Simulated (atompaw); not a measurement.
# Tm: the cost of one run

Program: atompaw 4.2.0.5. Reference atom: LDA (PW92), scalar-relativistic, spherical and spin-unpolarised. All values are calculated.

**1. The design**

The settings as typed:

- element: thulium (Tm, Z = 69)
- type: PAW
- frozen core: [Kr]
- valence charge: 33
- reference configuration: 4d10 4f13 5s2 5p6 5d0 6s2 6p0
- partial waves: 5s (bound): rc 1.65 bohr; 6s (bound): rc 2.35 bohr; 5p (bound): rc 2.35 bohr; 6p (bound, empty): rc 3.00 bohr; 4d (bound): rc 1.00 bohr; 5d (bound, empty): rc 3.00 bohr; 4f (bound): rc 1.20 bohr; 4f channel at 2.3 Ry: rc 1.20 bohr
- local potential: troulliermartins scheme with l = 4 at -0.5 Ry, radius 2.50 bohr
- core correction: smooth core density matched at 2.10 bohr
- augmentation charge: sinc compensation charge, radius 2.65 bohr; PAW radius 3.00 bohr; waves and projectors: modrrkj vanderbiltortho

The nodes and maxima of the atom's own shells, from an earlier all-electron run, set the scale for the radii.

All-electron outer shells of the reference configuration (LDA (PW92), scalar-relativistic, ld1.x):

| shell | level (eV) | outermost node (bohr) | outermost maximum (bohr) |
| --- | --- | --- | --- |
| 4s | -441.81 | 0.26 | 0.46 |
| 4p | -325.67 | 0.26 | 0.49 |
| 4d | -171.46 | 0.24 | 0.50 |
| 5s | -53.55 | 0.59 | 1.10 |
| 5p | -27.06 | 0.64 | 1.26 |
| 6s | -4.03 | 1.49 | 3.25 |
| 4f | -3.32 | – | 0.49 |
| 6p | -1.17 | 1.84 | 4.67 |
| 5d | -0.95 | 0.72 | 2.12 |

**2. Generation**

Tm.input reads:

```
Tm 69
LDA-PW scalarrelativistic loggrid 2001 logderivrange -15 5 501
6 6 5 4 0 0
6 1 0
5 2 0
4 3 13
0 0 0
c
c
c
c
v
v
c
c
c
v
v
c
v
v
v
3
3.00 2.65 2.50 2.10
n
n
n
y
2.3
n
modrrkj vanderbiltortho sinc
4 -0.5 troulliermartins
1.65
2.35
2.35
3.00
1.00
3.00
1.20
1.20
PWSCFOUT
UPFDX 0.0125d0 UPFXMIN -7.d0 UPFZMESH 69.d0
END
```

The run is started by

```bash
$ atompaw < Tm.input > Tm.log
```

**Question.** How long does this run take on 1 thread of Intel Xeon Platinum 8488C, shared host?

About 53 s.
